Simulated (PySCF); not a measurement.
**[CeH2]+: other functionals and bases at one geometry**

One table from this session's results is given with a row withheld; the runs are named, their logs left out.

Method: several levels, as the steps say, no spin–orbit coupling; program: PySCF 2.14.0.

1 further run of the same task is left out (for a known fault of the program).

**Starting geometry**

3 atoms, charge 1, spin multiplicity 1.

Bond lengths: Ce1–H2 2.003 Å, Ce1–H3 2.003 Å. Angles: H2–Ce1–H3 109.5°.

Coordinates:

```xyz
3
CeH2
Ce    0.00000    0.00000   -0.16089
H     1.63537    0.00000    0.99494
H    -1.63537    0.00000    0.99494
```

Formal oxidation states: Ce +3. Each metal's 1 4f electrons lie in its core potential, so multiplicities, spins and levels count the valence alone. An earlier session relaxed this geometry at PBE0, Ce lcecp-1-SVP with ECP47, H def2-SVP (singlet, point group C2v).

At PBE0 on the finer grid: E = -33.113209 Eh, HOMO -12.37 eV, LUMO -7.37 eV, Mulliken charge on Ce1 +1.28 e, largest force component 0.003 eV/Å. 

Levels to run: PBE; TPSSh; PBE0, TZVP. Hardware: 2 threads of Intel Xeon 6975P-C (Granite Rapids), shared host.

The first run:

The input, run.py (the lines that set the calculation):

```python
mol = gto.M(atom='''
Ce     0.00000     0.00000    -0.16089
H      1.63537     0.00000     0.99494
H     -1.63537     0.00000     0.99494''',
    basis={'Ce': 'lcecp-1-SVP', 'H': 'def2-SVP'},
    ecp={'Ce': 'lcecp-1-SVP'},
    charge=1, spin=0)
mf = dft.RKS(mol, xc='PBE')
mf.grids.atom_grid = (75, 302)  # f atoms: unpruned, at least (60, 302)
mf = mf.density_fit()  # fitting sets: Ce AutoAux, H def2-universal-JKFIT
mf.conv_tol = 1e-08; mf.max_cycle = 55
mf.kernel(dm0)  # dm0: the density of the relaxed state
```

Run with:

```bash
$ OMP_NUM_THREADS=2 python run.py
```

Steps of the session up to this table: PBE; TPSSh; PBE0, TZVP.

One of the session's tables, all rows but one given; the rest of the session is left out.

| level | HOMO (eV) | gap (eV) | charge on Ce1 (e) | dipole (D) | largest force component (eV/Å) |
| --- | --- | --- | --- | --- | --- |
| PBE0 (relaxed here) | -12.37 | 4.99 | 1.28 | 4.23 | 0.00 |
| PBE | -11.24 | 2.99 | 1.20 | 3.88 | 0.17 |
| TPSSh | -11.81 | 4.12 | 1.33 | 4.30 | 0.07 |
| PBE0, TZVP | ? | ? | ? | ? | ? |

Q: Estimate the row for PBE0, TZVP from the others.

**Answer.** HOMO (eV): -12.34; gap (eV): 5.00; charge on Ce1 (e): 1.34; dipole (D): 4.32; largest force component (eV/Å): 0.04. In the column «HOMO (eV)» it lies between PBE0 (relaxed here) (-12.37) and TPSSh (-11.81).

The dipole of a charged species depends on the origin, so these sizes hold for this origin alone.

In one basis the HOMO–LUMO gap runs from 2.99 eV (PBE) to 4.99 eV (PBE0). The largest leftover force, 0.17 eV/Å with PBE, stands at a geometry relaxed at another level. With 4f in the core, its levels are missing from HOMO and gap, and its count is fixed, so no charge can pass from the ligands into it. Total energies of different levels can't be compared.
